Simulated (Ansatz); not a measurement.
# GeF2 (quintet): wave-function methods side by side, cc-pVDZ

One table from this session's results is given with a row withheld; the runs are named, their logs left out.

The runs use Ansatz 0.2.0, Gaussian basis; cc-pVDZ, core rule «outside noble gas», up to 16 orbitals frozen.

To be run: UHF; CCSD(T) on ROHF; CCSD(T) on UHF; BCCD(T) on ROHF; CISD as a restricted active space (open shells left free, so some higher excitations enter); CCSDT(Q) on UHF.

28 further runs of the same task are left out: 5 for a known fault of the program, 7 that didn't finish, 16 set aside as unsound or not needed. Runs told in other sessions of the task aren't counted.

## The geometry

The geometry is a PBE0/def2-TZVP stationary point (not a proven minimum) of the parent state, kept for this charge and spin. No spin-orbit coupling is included. The filled d shell of Ge may be among the frozen orbitals whatever the setting's name suggests.

3 atoms, charge 0, spin multiplicity 5.

Atoms are counted from 1 here; the program's logs count them from 0.

Bond lengths: Ge1–F2 1.738 Å, Ge1–F3 1.738 Å. Angles: F2–Ge1–F3 113.8°.

As a file:

```xyz
3

Ge    0.0000   -0.3259    0.0000
F     0.0000    0.6230   -1.4562
F     0.0000    0.6230    1.4562
```

The first run:

File in.yaml:

```yaml
crystal:
  periodic: [false, false, false]
  atoms:
    - {symbol: Ge, position_ang: [0.000000, -0.325890, 0.000000]}
    - {symbol: F, position_ang: [0.000000, 0.623017, -1.456249]}
    - {symbol: F, position_ang: [0.000000, 0.623017, 1.456249]}
basis:
  gaussian: {orbitals: cc-pVDZ}
magnetization: {spin_polarized: true, initial_magnetization: 4}
hamiltonian: {xc: hf}
output: {orbitals: {seedname: orbitals}}
```

Launch:

```console
> ansatz run in.yaml --threads 1 --pin off --events-out ev --progress --plain --max-ram 2393MiB
```

Steps of the session up to this table: UHF; CCSD(T) on ROHF; CCSD(T) on UHF; BCCD(T) on ROHF; CISD as a restricted active space (open shells left free, so some higher excitations enter); CCSDT(Q) on UHF.

One of the session's tables, all rows but one given; the rest of the session is left out.

```
   method  from UCCSDT(Q) (kcal/mol)
     RMP2                     +25.10
     UMP2                     +29.74
    RCCSD                     +12.77
    UCCSD                     +12.02
 RCCSD(T)                          ?
 UCCSD(T)                      +4.22
  BCCD(T)                      +4.08
   UCCSDT                      +2.01
UCCSDT(Q)                          0
```

**Question.** Estimate the row for RCCSD(T).

As computed: from UCCSDT(Q) (kcal/mol): +4.64. In the column «from UCCSDT(Q) (kcal/mol)» it lies between UCCSD(T) (+4.22) and UCCSD (+12.02).

Not comparable, so not listed: CISD as a restricted active space (open shells left free, so some higher excitations enter) (they don't share determinant, frozen orbitals or solution with the rows shown, or repeat one).

Left out of the table: ROHF, UHF (another determinant or state than the rows shown).

Limits of these values: The report flags that the cluster equations may have other roots. The program flags RCCSD(T), UCCSD(T), BCCD(T), UCCSDT(Q) as in doubt, so the zero of the table is itself unsure. Warnings: coupled cluster took another determinant than the lowest; large T1 diagnostic. Restricted and unrestricted rows rest on different reference determinants; a gap between their highest levels can come from leftover correlation error, from unlike frozen cores or from another state.
